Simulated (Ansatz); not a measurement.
# MgMnNbO4 (Imm2) in Ansatz: reference runs

How does MgMnNbO4 come out in PBE? The cell is run as given and disturbed.

Program: Ansatz 0.2.0. These are calculated values, not measurements. Logs are shortened: lines on timing, memory, paths and dates and some standing lists are left out, and cuts for length are marked.

**1. Starting point**

It takes space group Imm2 (No. 44, orthorhombic). The conventional cell has a = 4.171 Å, b = 4.175 Å, c = 9.489 Å, α = 90.00°, β = 90.00°, γ = 90.00°. Nb (site symmetry mm2) is surrounded by 6 O at 2.09 to 2.13 Å. Mn (site symmetry mm2) has 4 O at 2.10 Å as nearest neighbours. Mg (site symmetry mm2) has 6 O at 2.10 to 2.25 Å as nearest neighbours. O (site symmetry mm2) has 2 Mn at 2.10 Å and 2 Mg at 2.10 Å and 1 Nb at 2.13 Å as nearest neighbours. Around O (site symmetry mm2) lie 2 Nb at 2.09 Å and 1 Mg at 2.25 Å. O (site symmetry mm2) is surrounded by 2 Mg at 2.10 Å and 2 Mn at 2.10 Å and 1 Nb at 2.13 Å. Around O (site symmetry mm2) lie 2 Nb at 2.09 Å and 1 Mg at 2.25 Å.

The cell comes from a database or a generator and needn't be the stable form of this composition.

**2. Single point, PBE, collinear spin, ferromagnetic start**

Contents of input.yaml:

```yaml
crystal:
  lattice:
    - [-2.0853414182, 2.0875409818, 4.7447409517]
    - [2.0853414182, -2.0875409818, 4.7447409517]
    - [2.0853414182, 2.0875409818, -4.7447409517]
  atoms:
    - { symbol: Nb, position: [0.000123, 0.000123, 0.0] }
    - { symbol: Mn, position: [0.749094, 0.249094, 0.5], spin: 4.0 }
    - { symbol: Mg, position: [0.250395, 0.750395, 0.5] }
    - { symbol: O, position: [0.7755, 0.7755, 0.0] }
    - { symbol: O, position: [0.012866, 0.512866, 0.5] }
    - { symbol: O, position: [0.22477, 0.22477, 0.0] }
    - { symbol: O, position: [0.487252, 0.987252, 0.5] }
hamiltonian:
  xc: pbe
  pseudopotentials: { kind: paw }
magnetization:
  spin_polarized: true
kpoints:
  mp_grid: { grid: [9, 9, 9] }
scf:
  occupations: { method: fermi_dirac, width: 0.05 }
output:
  forces: true
  stress: true
  eigenvalues: true
```

Potentials or basis: Ansatz PAW.

On the command line:

```bash
ansatz run input.yaml --threads 4 --pin off --max-ram 10240MiB --backend cpu --events-out ev --progress --plain --runs-dir out
```

Standard output:

```text
Warning: RAYON_NUM_THREADS=4 ignored (pool sized by the plan → 4); use --threads N
Engine: ansatz 0.2.0, x86_64-unknown-linux-gnu
Pseudopotentials: kind: paw
Pseudopotential: Nb, paw, valence charge 13, recommended cutoff 420 eV (normal), Nb.paw.azcp
Pseudopotential: Mn, paw, valence charge 15, recommended cutoff 420 eV (normal), Mn.paw.azcp
Pseudopotential: Mg, paw, valence charge 10, recommended cutoff 420 eV (normal), Mg.paw.azcp
Pseudopotential: O, paw, valence charge 6, recommended cutoff 420 eV (normal), O.paw.azcp
Functional definition: PBE
  parameter kappa = 0.804
  parameter beta = 0.06672455060314922
  exchange = pbe_x(kappa = kappa, mu = beta*pi^2/3)
  correlation = pbe_c(beta = beta)
Crystal: 7 atoms, lattice volume = 82.620 Å³
Basis set: ecut = 420 eV, 1635 PW (Γ), exchange–correlation on 80×80×80 points (8 copies of the dense FFT grid, shifted against one another)
Bands: 40, of which v1, the nominal top of the filled ones, is band 31 counted from 1 (30 counted from 0)
Symmetry: 4 space group operations
Space group: Imm2 (ITA 44), of the structure as read, at distance tolerance 4.4e-5 Å
Magnetic group: BNS 44.229 (UNI 327), of the structure as read, at distance tolerance 4.4e-5 Å
k-points: 125 of 729 (time reversal used)
Non-local potential: Nb, projectors of the file, l = 0: 3, l = 1: 2, l = 2: 2, l = 3: 1
Non-local potential: Mn, projectors of the file, l = 0: 3, l = 1: 2, l = 2: 3, l = 3: 1
Non-local potential: Mg, projectors of the file, l = 0: 3, l = 1: 2, l = 2: 1
Non-local potential: O, projectors of the file, l = 0: 2, l = 1: 2, l = 2: 1
PAW form: soft (Blöchl's): semilocal exchange-correlation on the pseudo side does not see the compensation charge
PAW one-centre angular grid: Nb, 590 points (default); XC on 64 Gauss nodes
PAW one-centre angular grid: Mn, 590 points (default); XC on 64 Gauss nodes
PAW one-centre angular grid: Mg, 110 points (default); XC on 64 Gauss nodes
PAW one-centre angular grid: O, 110 points (default); XC on 64 Gauss nodes
Initial density: superposition of atomic densities (chi_scale 0.1, normalization cell, long waves kept (reshape's long-wave potential 0.04 eV rms))
Starting moments: Σ|m| = 4 μB on 1 of 7 sites
Initial wavefunctions: pseudopotential atomic-orbital guess
Functional: x = pbe(κ = 0.804, μ = 0.2195149727645171), c = pbe(β = 0.06672455060314922)
SCF iter   1: F=—  HF=-12650.923562 eV  |F-HF|=—  |Δ(HF+E_count)|=         —  Δρ=9.75e-2 (↑9.75e-2 ↓7.10e-2)  dr2=2.72e1  dr2_m=2.29e-1  M=4.000 μB ∫|m|=4.085 μB  β_m=0.30  ethr=3.10e-3  ⟨swp⟩=6.2  Hψ=36791  notcnv=0
Mixer restart at iter 1: flushing history
preconditioner: auto → Kerker (q_TF=auto, 2.601 Å⁻¹)  [metal: Δε(μ)=0.002 eV  Ē_g=10.874 eV  σ=0.050 eV  W_gap=0.01  n_scr=30 (ndim 8)  ℏωp=25.2 eV  f_vac=0.018  D(μ)=3.93/eV (n_scr^D=32)]
spin=Collinear: Kerker preconditioning applied to the charge; magnetization (m = ρ↑ − ρ↓) channel mixes plain (no charge-response kernel on spin).
SCF iter   2: F=—  HF=-12650.006618 eV  |F-HF|=—  |Δ(HF+E_count)|=   9.17e-1  Δρ=4.91e-2 (↑4.91e-2 ↓2.76e-2)  dr2=7.29e0  dr2_m=1.63e-1  M=4.001 μB ∫|m|=4.495 μB  β_m=0.41  ethr=3.10e-3  ⟨swp⟩=2.8  Hψ=22125  notcnv=0  defer=547
SCF iter   3: F=—  HF=-12649.686979 eV  |F-HF|=—  |Δ(HF+E_count)|=   3.20e-1  Δρ=1.73e-2 (↑1.71e-2 ↓1.73e-2)  dr2=7.15e-1  dr2_m=8.21e-2  M=3.999 μB ∫|m|=4.926 μB  β_m=0.59  ethr=3.10e-3  ⟨swp⟩=2.9  Hψ=15666  notcnv=0  defer=364
SCF iter   4: F=—  HF=-12649.608210 eV  |F-HF|=—  |Δ(HF+E_count)|=   7.88e-2  Δρ=1.10e-2 (↑6.54e-3 ↓1.10e-2)  dr2=1.67e-1  dr2_m=2.63e-2  M=3.943 μB ∫|m|=5.228 μB  β_m=0.76  ethr=1.15e-3  ⟨swp⟩=2.6  Hψ=15265  notcnv=0  defer=320
SCF iter   5: F=—  HF=-12649.664767 eV  |F-HF|=—  |Δ(HF+E_count)|=         —  Δρ=5.42e-3 (↑4.23e-3 ↓5.42e-3)  dr2=6.77e-2  dr2_m=3.84e-3  M=3.829 μB ∫|m|=5.383 μB  β_m=0.76  ethr=2.69e-4  ⟨swp⟩=2.3  Hψ=17874  notcnv=0  defer=349
Mixer restart at iter 5: flushing history
SCF iter   6: F=—  HF=-12649.664637 eV  |F-HF|=—  |Δ(HF+E_count)|=   1.31e-4  Δρ=3.24e-3 (↑3.24e-3 ↓2.17e-3)  dr2=1.96e-2  dr2_m=2.99e-3  M=3.854 μB ∫|m|=5.421 μB  β_m=0.77  ethr=1.09e-4  ⟨swp⟩=2.3  Hψ=17764  notcnv=0  defer=408
SCF iter   7: F=—  HF=-12649.662237 eV  |F-HF|=—  |Δ(HF+E_count)|=   2.40e-3  Δρ=1.19e-3 (↑1.19e-3 ↓1.17e-3)  dr2=8.81e-3  dr2_m=1.30e-4  M=3.835 μB ∫|m|=5.420 μB  β_m=0.84  ethr=3.16e-5  ⟨swp⟩=2.0  Hψ=17068  notcnv=0  defer=408
SCF iter   8: F=—  HF=-12649.662562 eV  |F-HF|=—  |Δ(HF+E_count)|=   3.25e-4  Δρ=1.01e-3 (↑1.01e-3 ↓8.65e-4)  dr2=4.63e-3  dr2_m=8.38e-5  M=3.848 μB ∫|m|=5.425 μB  β_m=0.92  ethr=1.42e-5  ⟨swp⟩=2.4  Hψ=15759  notcnv=0  defer=408
SCF iter   9: F=—  HF=-12649.662908 eV  |F-HF|=—  |Δ(HF+E_count)|=   3.45e-4  Δρ=1.06e-3 (↑1.06e-3 ↓5.81e-4)  dr2=1.69e-3  dr2_m=1.42e-4  M=3.836 μB ∫|m|=5.421 μB  β_m=0.85  ethr=7.47e-6  ⟨swp⟩=2.0  Hψ=18315  notcnv=0  defer=408
SCF iter  10: F=—  HF=-12649.662735 eV  |F-HF|=—  |Δ(HF+E_count)|=   1.73e-4  Δρ=4.86e-4 (↑4.86e-4 ↓3.30e-4)  dr2=4.02e-4  dr2_m=2.64e-5  M=3.836 μB ∫|m|=5.418 μB  β_m=0.93  ethr=2.73e-6  ⟨swp⟩=2.0  Hψ=15172  notcnv=0  defer=408
SCF iter  11: F=—  HF=-12649.662946 eV  |F-HF|=—  |Δ(HF+E_count)|=   2.11e-4  Δρ=1.30e-4 (↑1.30e-4 ↓6.40e-5)  dr2=3.03e-5  dr2_m=2.57e-6  M=3.836 μB ∫|m|=5.420 μB  β_m=0.96  ethr=6.48e-7  ⟨swp⟩=2.0  Hψ=16826  notcnv=0  defer=408
SCF iter  12: F=—  HF=-12649.662829 eV  |F-HF|=—  |Δ(HF+E_count)|=   1.17e-4  Δρ=6.54e-5 (↑6.54e-5 ↓5.82e-5)  dr2=8.74e-6  dr2_m=1.86e-7  M=3.837 μB ∫|m|=5.419 μB  β_m=0.81  ethr=4.89e-8  ⟨swp⟩=2.0  Hψ=14445  notcnv=0  defer=408
SCF iter  13: F=—  HF=-12649.662828 eV  |F-HF|=—  |Δ(HF+E_count)|=   6.24e-7  Δρ=2.61e-5 (↑2.61e-5 ↓1.79e-5)  dr2=1.21e-6  dr2_m=1.38e-7  M=3.838 μB ∫|m|=5.419 μB  β_m=0.90  ethr=1.41e-8  ⟨swp⟩=2.0  Hψ=14042  notcnv=0  defer=408
SCF iter  14: F=—  HF=-12649.662829 eV  |F-HF|=—  |Δ(HF+E_count)|=   6.20e-7  Δρ=1.77e-5 (↑1.77e-5 ↓6.94e-6)  dr2=4.06e-7  dr2_m=4.77e-8  M=3.838 μB ∫|m|=5.419 μB  β_m=0.95  ethr=1.95e-9  ⟨swp⟩=2.0  Hψ=14742  notcnv=0  defer=408
SCF iter  15: F=—  HF=-12649.662829 eV  |F-HF|=—  |Δ(HF+E_count)|=   4.52e-8  Δρ=6.25e-6 (↑6.25e-6 ↓6.06e-6)  dr2=1.03e-7  dr2_m=2.59e-9  M=3.837 μB ∫|m|=5.419 μB  β_m=0.79  ethr=6.54e-10  ⟨swp⟩=2.0  Hψ=15464  notcnv=0  defer=408
SCF iter  16: F=-12649.662829 eV  HF=-12649.662829 eV  |F-HF|=1.65e-8  |Δ(HF+E_count)|=   7.31e-9  Δρ=2.72e-6 (↑2.72e-6 ↓2.32e-6)  dr2=2.20e-8  dr2_m=1.07e-9  M=3.838 μB ∫|m|=5.419 μB  ethr=1.61e-10  ⟨swp⟩=7.8  Hψ=37630  notcnv=0
SCF 1 converged in 16 iterations: F = -12649.662829 eV  dr2 = 2.20e-8
SCF converged after 16 iterations
Magnetization: 3.8375 μB (32.9188 up, 29.0812 down)
Absolute magnetization: 5.4213 μB (∫|ρ↑−ρ↓|, with the PAW one-centre terms)
Spin contamination: 0.7565 ħ² per cell (⟨S²⟩ above its minimum at these occupations)
Per-site moments (μB) at R_I (Å): [(-0.41634752386634816, 0.8616483772039363), (3.817484620351127, 0.8663586397194895), (0.001342363593528116, 0.866031887123121), (0.04457627277659204, 0.8663912987554007), (0.06543866785290813, 0.8616483772039363), (0.04448949983113657, 0.866031887123121), (0.06548863550365694, 0.8625832975006228)]
Free energy (F): -12649.662829 eV
Harris-Foulkes:  -12649.662829 eV  (|F-HF|=1.65e-8)
Internal energy: -12649.648430 eV  (E = F + TS)
E sigma→0 (E₀):  -12649.655630 eV
Entropy (-TS):   -0.014399 eV (-2.057 meV/atom)
Fermi energy:    11.440077 eV
--- Per-component energies (eV) ---
  E_band       = -757.034814
  E_kinetic    = 1468.345369
  E_local      = -6015.092730  (includes V_loc(G=0)·N_el)
  E_nonlocal   = 656.920280
  E_hartree    = 2243.759365
  E_xc         = -610.855396
  E_vxc        = -769.036070  (∫ρ·V_xc dr)
  E_paw        = -5303.803178  (= ΣΔE_a)
  E_vpaw       = -585.704585  (= ΣTr[D̂ρ^β])
  E_aug_tail   = 0.009827  (compensation charges beyond the density's cutoff)
  E_ewald      = -5088.931967
  E_smearing   = -0.014399  (= −TS)
  E_closure    = 0.000000  (closes the sum)
  Σ components = -12649.662829   (vs F -12649.662829, Δ=0.00e0)
--- Forces (eV/Å), atoms counted from 1 ---
  atom   1  Nb     0.00000000     0.00000000     0.02254596
  atom   2  Mn     0.00000000     0.00000000    -0.04066601
  atom   3  Mg     0.00000000     0.00000000     0.00523100
  atom   4  O      0.00000000     0.00000000    -0.04438761
  atom   5  O      0.00000000     0.00000000     0.09218263
  atom   6  O      0.00000000     0.00000000     0.05269487
  atom   7  O      0.00000000     0.00000000    -0.08759768
  max |Σ_I F_I| component: 3.16e-6 eV/Å
--- Stress (GPa, compression-positive) ---
       -6.303623       0.000000       0.000000
        0.000000      -6.309694       0.000000
        0.000000       0.000000      -4.001340
  P = ⅓ Tr σ = -5.5382 GPa (-55.382 kbar)
--- Band table (eV; the first three rows and the last of 250) ---
  k-point 0 ↑: bands = ["-70.3684", "-64.5975", "-45.1081", "-39.1469", "-39.1458", "-39.1399", "-31.3665", "-31.3530", "-31.3524", "-21.1739", "-21.1700", "-21.1483", "-9.0615", "-7.9684", "-7.8684", "-7.6530", "4.6083", "4.6098", "4.9945", "5.4145", "6.2286", "6.2353", "6.3454", "7.1676", "7.1685", "7.6390", "8.0619", "8.0647", "8.1316", "8.8723", "8.9008", "9.3797", "9.4854", "11.3304", "12.0672", "12.0756", "12.5580", "14.0770", "15.2983", "18.9213"]
  k-point 1 ↑: bands = ["-70.3684", "-64.5975", "-45.1078", "-39.1471", "-39.1457", "-39.1401", "-31.3664", "-31.3533", "-31.3527", "-21.1846", "-21.1805", "-21.1476", "-8.9904", "-7.9807", "-7.7852", "-7.5874", "4.3282", "4.5893", "5.1039", "5.2187", "6.0390", "6.1259", "6.4188", "6.6924", "6.9184", "7.5762", "7.6184", "7.9938", "8.4160", "8.7680", "8.7835", "9.4871", "9.9002", "11.7624", "12.1890", "12.1948", "13.0272", "14.6926", "15.5749", "18.8818"]
  k-point 2 ↑: bands = ["-70.3684", "-64.5974", "-45.1071", "-39.1476", "-39.1457", "-39.1406", "-31.3664", "-31.3539", "-31.3534", "-21.2114", "-21.2070", "-21.1460", "-8.8064", "-8.0115", "-7.5654", "-7.4156", "3.7810", "4.5940", "4.7192", "5.2137", "5.5317", "5.7120", "5.9107", "6.3870", "6.5963", "6.7734", "7.2564", "8.1093", "8.7216", "8.8957", "8.8975", "9.6636", "10.5949", "12.4974", "12.5896", "12.6791", "14.0473", "15.9623", "16.1757", "18.3292"]
  k-point 124 ↓: bands = ["-65.7542", "-64.5967", "-45.5726", "-34.6343", "-34.6207", "-34.6188", "-31.3629", "-31.3535", "-31.3531", "-21.7724", "-21.6611", "-21.6498", "-8.5096", "-8.2453", "-7.8012", "-7.5351", "4.8192", "4.9481", "4.9747", "5.5419", "6.1657", "6.4002", "6.9220", "7.0800", "7.1912", "7.2342", "7.9726", "8.0478", "10.7091", "10.8256", "11.0510", "12.0881", "12.9956", "13.0164", "13.2329", "13.4466", "13.9412", "14.5768", "15.6961", "16.9658"]
```

Wall time 24 s (4 threads of AMD EPYC 9R14 (Zen 4), shared host); peak memory 0.97 GiB.

Results:

- Free energy: -12649.6628 eV
- Pressure: -5.5 GPa
- Largest force: 0.092 eV/Å
- Band gap on the k mesh: none (metal or under the smearing width)
- Net moment: 3.84 μB per cell
- Absolute moment: 5.42 μB per cell
- Site moments: Nb -0.42; Mn +3.82; Mg +0.00; O +0.04, +0.07 μB

Forces on the atoms (eV/Å):
```
Nb   0.000  0.000  0.023
Mn   0.000  0.000 -0.041
Mg   0.000  0.000  0.005
O    0.000  0.000 -0.044
O    0.000  0.000  0.092
O    0.000  0.000  0.053
O    0.000  0.000 -0.088
```

Stress tensor (GPa, compression positive):
```
-6.30  0.00  0.00
 0.00 -6.31  0.00
 0.00  0.00 -4.00
```

Caveat: the pressure holds a Pulay correction of +0.6 GPa for the finite cutoff; a cell with one magnetic atom can't hold antiferromagnetic order, which such compounds often take; semilocal functionals often make such compounds metallic where correlation or magnetic order opens a gap, which also shifts bond lengths. With open d or f shells a metallic result of PBE can be an artefact of self-interaction; +U or a hybrid may open a gap.

**3. Single point, PBE, collinear spin, ferromagnetic start (atoms moved at random, drawn with an rms of 0.05 Å)**

Contents of input.yaml:

```yaml
crystal:
  lattice:
    - [-2.0853414182, 2.0875409818, 4.7447409517]
    - [2.0853414182, -2.0875409818, 4.7447409517]
    - [2.0853414182, 2.0875409818, -4.7447409517]
  atoms:
    - { symbol: Nb, position: [-0.000275, -0.005433, -0.015428] }
    - { symbol: Mn, position: [0.74894, 0.241933, 0.488827], spin: 4.0 }
    - { symbol: Mg, position: [0.262094, 0.745012, 0.504007] }
    - { symbol: O, position: [0.787144, 0.778035, 0.014546] }
    - { symbol: O, position: [0.011989, 0.510788, 0.493759] }
    - { symbol: O, position: [0.223863, 0.207075, -0.021314] }
    - { symbol: O, position: [0.483489, 0.988107, 0.508304] }
hamiltonian:
  xc: pbe
  pseudopotentials: { kind: paw }
magnetization:
  spin_polarized: true
kpoints:
  mp_grid: { grid: [9, 9, 9] }
scf:
  occupations: { method: fermi_dirac, width: 0.05 }
output:
  forces: true
  stress: true
  eigenvalues: true
```

Potentials or basis: Ansatz PAW.

On the command line:

```bash
ansatz run input.yaml --threads 4 --pin off --max-ram 10240MiB --backend cpu --events-out ev --progress --plain --runs-dir out
```

Wall time 78 s (4 threads of AMD EPYC 9R14 (Zen 4), shared host); peak memory 1.8 GiB.

It converged, with:

| Item | Value |
| --- | --- |
| Free energy | -12649.5851 eV |
| Pressure | -5.7 GPa |
| Largest force | 0.909 eV/Å |
| Band gap on the k mesh | none (metal or under the smearing width) |
| Net moment | 3.80 μB per cell |
| Absolute moment | 5.39 μB per cell |
| Site moments | Nb -0.40; Mn +3.74; Mg +0.00; O +0.05, +0.06, +0.03, +0.07 μB |

Forces on the atoms (eV/Å):
```
Nb   0.176  0.117 -0.885
Mn   0.274  0.180 -0.067
Mg  -0.191 -0.251  0.130
O   -0.537 -0.326  0.137
O    0.030  0.069  0.176
O    0.571  0.159  0.126
O   -0.322  0.053  0.381
```

Stress tensor (GPa, compression positive):
```
-6.10  0.05 -0.03
 0.05 -6.90  0.52
-0.03  0.52 -4.24
```

Levels at points of the mesh, in eV from the Fermi level:
Spin up:
```tsv
k point	band 29	band 30	band 31	band 32	band 33	band 34	band 35	band 36	band 37	band 38
(0.00, 0.00, 0.00)	-3.27	-2.56	-2.54	-2.11	-1.93	-0.05	0.58	0.85	1.15	2.68
```
Spin down:
| k point | band 26 | band 27 | band 28 | band 29 | band 30 | band 31 | band 32 | band 33 |
| --- | --- | --- | --- | --- | --- | --- | --- | --- |
| (0.00, 0.00, 0.00) | -3.54 | -3.28 | -3.20 | -0.87 | -0.28 | -0.10 | 0.80 | 1.00 |

Caveat: the pressure holds a Pulay correction of +0.6 GPa for the finite cutoff; a cell with one magnetic atom can't hold antiferromagnetic order, which such compounds often take; semilocal functionals often make such compounds metallic where correlation or magnetic order opens a gap, which also shifts bond lengths.
